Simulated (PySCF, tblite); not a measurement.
**C₅H₁₂FNSi: geometry, infrared bands and NMR shifts**

Aim: predict the infrared bands and NMR shifts of C₅H₁₂FNSi (`CCN([SiH2]F)C1CC1`).

The runs use tblite 0.8.0 and PySCF 2.14.0, with density-fitted response routines of our own; the level of theory stands in each step. All values are computed, except where a source is named. Atoms count from 0, in the outputs and in this text.

### Step 1. The molecule as given

20 atoms, charge 0, multiplicity 1; geometry from: force field or distance geometry start.

Bonds of the start (Å): C0–C1 1.52, C1–N2 1.49, N2–Si3 1.78, Si3–F4 1.67, N2–C5 1.41, C5–C6 1.51, C6–C7 1.55, C7–C5 1.51, C0–H8 1.11, C0–H9 1.13, C0–H10 1.12, C1–H11 1.10, C1–H12 1.09, Si3–H13 1.49, Si3–H14 1.48, C5–H15 1.13, C6–H16 1.10, C6–H17 1.11, C7–H18 1.13, C7–H19 1.11.

### Step 2. Relaxing the molecule with GFN2-xTB

Job settings and geometry (Å):

```
{"job": {"kind": "relax", "xc": "GFN2-xTB", "basis": "xTB"}, "charge": 0, "multiplicity": 1}
C     -1.974400    -1.098100    -0.905000
C     -1.376600     0.218200    -0.428800
N     -0.429600    -0.063300     0.681700
Si    -0.101600     1.516200     1.430600
F      0.263000     2.735100     0.356200
C      0.665000    -0.758900     0.132300
C      1.573800    -0.135200    -0.894800
C      2.102200    -0.477900     0.520100
H     -1.139900    -1.777000    -1.160100
H     -2.655400    -1.555100    -0.134400
H     -2.547800    -0.848900    -1.833500
H     -0.815500     0.631100    -1.282200
H     -2.107700     0.946600    -0.080100
H     -1.389100     1.918100     2.056800
H      0.848600     1.446500     2.556900
H      0.474600    -1.867000     0.084600
H      1.816500    -0.816300    -1.723600
H      1.599400     0.964300    -1.047100
H      2.850800    -1.315900     0.449900
H      2.338600     0.348100     1.217500
```

On the command line:

```console
OMP_NUM_THREADS=1 python probes_run.py task.json out
```

The driver reads the jobs from task.json and runs them one after another.

**Question.** This job is followed by: GFN2-xTB harmonic vibrations, gas phase; GIAO PBE0/pcSseg-1 NMR shielding, non-relativistic, gas phase. What will the session give for the following? strongest single infrared mode (GFN2-xTB); zero-point energy (GFN2-xTB); 13C shifts against TMS (PBE0/pcSseg-1, means over atoms taken as alike); 1H shifts against TMS (PBE0/pcSseg-1, means over atoms taken as alike); 15N shifts against NH3 (PBE0/pcSseg-1); 29Si shifts against TMS (PBE0/pcSseg-1); 19F shifts against CFCl3 (PBE0/pcSseg-1); surface potential, 1st and 99th percentile.

As calculated:

```
                                                               quantity                                   value
                              strongest single infrared mode (GFN2-xTB)                   2253 cm⁻¹, 342 km/mol
                                           zero-point energy (GFN2-xTB)                          101.6 kcal/mol
13C shifts against TMS (PBE0/pcSseg-1, means over atoms taken as alike)               47.0, 30.8, 18.4, 9.2 ppm
 1H shifts against TMS (PBE0/pcSseg-1, means over atoms taken as alike)  5.19, 3.00, 2.58, 1.10, 0.72, 0.54 ppm
                                 15N shifts against NH3 (PBE0/pcSseg-1)                                64.7 ppm
                                29Si shifts against TMS (PBE0/pcSseg-1)                               -15.4 ppm
                               19F shifts against CFCl3 (PBE0/pcSseg-1)                              -196.6 ppm
                                  surface potential, 1st and 99th percentile                      -1.19 V and 1.17 V
```

**Reading.** Relaxing lowered the energy by 1.073 eV in 190 steps; the close pair that moved most is N2–Si3, from 1.779 to 1.715 Å. All 54 modes are real, so the xTB geometry is a minimum. The strongest single mode, at 2253 cm⁻¹, moves mainly H14. Unscaled tight-binding wavenumbers are off by several per cent, some by more. Its intensities can rank the bands wrongly. At PBE0/pcSseg-1: The largest span, 102 ppm, is at F4, where the paramagnetic term is -103 ppm.
